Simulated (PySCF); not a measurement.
# C2H5F3GeOSi: the cost of one run

Programs: PySCF 2.14.0, with routines of our own; each step states its level. All values are computed. Atoms count from 0.

## 1. The system as given

13 atoms, charge 0, multiplicity 1; geometry from: GFN2-xTB.

## 2. Magnetic properties: GIAO B97-2/pcSseg-1

The job: settings as JSON, then the geometry in Å.

```
{"job": {"kind": "mag", "xc": "B97-2", "basis": "pcSseg-1", "isotopologues": 2}, "charge": 0, "multiplicity": 1}
O      1.717607     0.556725    -1.981674
C      1.159050     0.384839    -0.935586
Si    -0.324802     1.359676    -0.214213
Ge    -1.808544    -0.286333     0.533169
C      1.542724    -0.802509    -0.026896
F      0.633657    -1.790142    -0.186543
F      2.745961    -1.328136    -0.222427
F      1.461831    -0.437805     1.266985
H      0.267722     2.149195     0.866398
H     -0.762667     2.221252    -1.308798
H     -2.168204    -1.317545    -0.486012
H     -1.351313    -1.034281     1.739991
H     -3.117411     0.325551     0.937879
```

Method: GIAO B97-2/pcSseg-1 magnetisability, rotational g tensor and spin-rotation constants, non-relativistic, gas phase.

Run with:

```
$ OMP_NUM_THREADS=1 python excited_run.py task.json out
```

The driver reads the jobs from task.json and runs them one after another.

Q: Estimate the wall time and peak memory of this first job on 1 thread of Arm Neoverse N1, shared host.

About 62 s, with a peak of 0.87 GiB.
